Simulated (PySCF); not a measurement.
# C2H6LiN (SMILES [Li][N](C)C): levels of theory compared

Wanted: a comparison of 5 runs (HF/def2-SVP, B3LYP/6-31G*, PBE0/def2-SVP, MP2/pcseg-1) of C2H6LiN. 

The calculation is run with PySCF 2.14.0.

## 1. The structure to begin with

The species is C2H6LiN (10 atoms), meant as a singlet with charge 0. As SMILES, `[Li][N](C)C`. Geometry: relaxed at PBE0-D4/def2-TZVP.

Bond lengths: Li1–N2 1.737 Å, N2–C3 1.433 Å, N2–C4 1.433 Å, C3–H5 1.098 Å, C3–H6 1.109 Å, C3–H7 1.109 Å, C4–H8 1.098 Å, C4–H9 1.109 Å, C4–H10 1.109 Å. Some angles: Li1–N2–C3 125.4°, Li1–N2–C4 125.4°, C3–N2–C4 109.2°, N2–C3–H5 111.6°, N2–C3–H6 113.1°, N2–C3–H7 113.1°, N2–C4–H8 111.6°, N2–C4–H9 113.1°, N2–C4–H10 113.1°, H5–C3–H6 106.5°.

## 2. Energy and gradient at HF/def2-SVP (run 1)

calc.py reads:

```python
from pyscf import gto, scf

mol = gto.Mole()
mol.atom = '''
Li    -3.373350    -1.864026    -2.284112
N     -0.896108    -0.507202    -0.613216
C      0.220531     1.901631    -1.141773
C      0.357914    -1.621574     1.511781
H     -0.688427     2.825707    -2.762780
H      0.082014     3.241447     0.463739
H      2.263514     1.779177    -1.593228
H     -0.442763    -3.477096     1.984401
H      0.226011    -0.454857     3.247872
H      2.407700    -1.919773     1.192795
'''
mol.max_memory = 1860
mol.unit = 'bohr'
mol.verbose = 4
mol.basis = 'def2-svp'
mol.build()

mf = scf.RHF(mol)
mf.conv_tol = 1e-10
mf.kernel()
if not mf.converged:
    mf = mf.newton().run(mf.mo_coeff, mf.mo_occ)

etot = mf.e_tot
print('Final energy', etot)
grad = mf.nuc_grad_method().kernel()
mf.analyze()
```

Started as:

```console
$ OMP_NUM_THREADS=1 python calc.py
```

The program printed:

```text
PySCF version 2.14.0

[... 86 lines left out ...]
MO #1   energy= -15.4330054417953  occ= 2
[... 15 lines left out ...]
MO #17  energy= 0.13644805499972   occ= 0
[... 15 lines left out ...]
MO #33  energy= 0.81115992029005   occ= 0
[... 15 lines left out ...]
MO #49  energy= 1.48743233219552   occ= 0
[... 15 lines left out ...]
MO #65  energy= 2.57722518093996   occ= 0
[... 15 lines left out ...]
MO #81  energy= 3.59525376817501   occ= 0
[... 94 lines left out ...]
Dipole moment(X, Y, Z, Debye): -4.27518, -2.34203, -2.88349
```

Wall time 12 s (1 thread of Intel Xeon at 2.50GHz (Skylake/Cascade Lake), shared host); peak memory 0.16 GiB.

## 3. Energy and forces at B3LYP/6-31G(d) (spherical functions) (run 2)

job.py reads:

```python
import pyscf.grad
from pyscf import gto, dft

mol = gto.M(
    atom='''
Li    -3.373350    -1.864026    -2.284112
N     -0.896108    -0.507202    -0.613216
C      0.220531     1.901631    -1.141773
C      0.357914    -1.621574     1.511781
H     -0.688427     2.825707    -2.762780
H      0.082014     3.241447     0.463739
H      2.263514     1.779177    -1.593228
H     -0.442763    -3.477096     1.984401
H      0.226011    -0.454857     3.247872
H      2.407700    -1.919773     1.192795
''',
    unit='bohr',
    verbose=4,
    spin=0,
    max_memory=1860,
    basis='6-31g*',
)

ks = dft.RKS(mol)
ks.xc = 'b3lyp'
ks.conv_tol = 1e-10
ks.grids.level = 5
ks.kernel()
if not ks.converged:
    ks = ks.newton().run(ks.mo_coeff, ks.mo_occ)

e_tot = ks.e_tot
print('E = %.10f Eh' % e_tot)
grad = ks.Gradients().kernel()
dip = ks.dip_moment()
pop, q = ks.mulliken_pop()
```

Started as:

```console
$ OMP_NUM_THREADS=1 python job.py
```

The program printed:

```text
PySCF version 2.14.0

[... 80 lines left out ...]
converged SCF energy = -142.08034702325
[... 13 lines left out ...]
Dipole moment(X, Y, Z, Debye): -3.82566, -2.09562, -2.58005
[... 79 lines left out ...]
charge of    9H =      0.10020
```

Wall time 53 s (1 thread of Intel Xeon at 2.50GHz (Skylake/Cascade Lake), shared host); peak memory 0.7 GiB.

Runs 3 to 4 aren't shown in full; the table further down has their settings and results.

## 4. Energy and gradient at MP2/pcseg-1 (run 5)

calc.py reads:

```python
# [Li][N](C)C
from pyscf import gto, mp

molecule = gto.Mole()
molecule.atom = '''
Li  -1.785100  -0.986400  -1.208700
N   -0.474200  -0.268400  -0.324500
C    0.116700   1.006300  -0.604200
C    0.189400  -0.858100   0.800000
H   -0.364300   1.495300  -1.462000
H    0.043400   1.715300   0.245400
H    1.197800   0.941500  -0.843100
H   -0.234300  -1.840000   1.050100
H    0.119600  -0.240700   1.718700
H    1.274100  -1.015900   0.631200
'''
molecule.spin = 0
molecule.verbose = 4
molecule.max_memory = 1860
molecule.basis = 'pcseg-1'
molecule.build()

myscf = molecule.RHF()
myscf.conv_tol = 1e-10
myscf.kernel()
if not myscf.converged:
    myscf = myscf.newton().run(myscf.mo_coeff, myscf.mo_occ)

pt = mp.MP2(myscf, frozen=3).run()
e_final = pt.e_tot
print('Final energy', e_final)
grad = pt.nuc_grad_method().kernel()
dip = myscf.dip_moment()
pop, q = myscf.mulliken_pop()
```

Started as:

```console
$ OMP_NUM_THREADS=1 python calc.py
```

The program printed:

```text
PySCF version 2.14.0

[... 64 lines left out ...]
converged SCF energy = -141.057716140976
[... 8 lines left out ...]
Final energy -141.53604903709083
[... 8 lines left out ...]
Dipole moment(X, Y, Z, Debye): -4.27355, -2.34137, -2.88267
[... 92 lines left out ...]
charge of    9H =      0.04385
```

Run time: 22 s. Hardware: 1 thread of Intel Xeon at 2.50GHz (Skylake/Cascade Lake), shared host; peak memory 0.39 GiB.

## 5. Overview of the runs

```
run                               level  integration grid  Cartesian functions  energy (Eh)  dipole moment (D) of the reference  HOMO energy (eV)  LUMO energy (eV)  wall time
  1                         HF/def2-SVP                 –                   no  -140.995942                                5.66             -6.93              0.20       12 s
  2  B3LYP/6-31G* (spherical functions)                 5                   no  -142.080347                                5.07             -3.76             -1.27       53 s
  3  B3LYP/6-31G* (Cartesian functions)                 5                  yes  -142.082880                                5.07             -3.76             -1.27       53 s
  4                       PBE0/def2-SVP                 5                   no  -141.789488                                5.34             -3.95             -1.02       55 s
  5                         MP2/pcseg-1                 –                   no  -141.536049                                5.66             -7.00              0.22       22 s
```

## 6. What came out

| quantity | value |
| --- | --- |
| run 5: total energy | -141.53605 Eh |
| run 5: dipole moment (Hartree–Fock density) | 5.66 D |
| run 5: HOMO energy (Hartree–Fock orbitals) | -7.00 eV |
| run 5: LUMO energy (Hartree–Fock orbitals) | 0.22 eV |
| run 5: HOMO–LUMO gap (Hartree–Fock orbitals) | 7.22 eV |
| run 5: correlation energy (3 core orbitals frozen) | -478.3 mEh |
| run 5: largest force on an atom | 0.548 eV/Å |

Over runs 1, 2, 3, 4 the dipole moment (its size) runs from 5.07 D (B3LYP/6-31G*) to 5.66 D (HF/def2-SVP). The two ends differ in method and basis. Over runs 1, 2, 3, 4 the HOMO–LUMO gap runs from 2.49 eV (B3LYP/6-31G*) to 7.13 eV (HF/def2-SVP). Totals of different functionals can't be ranked against each other. All runs together took 3.3 min, the longest 55 s.
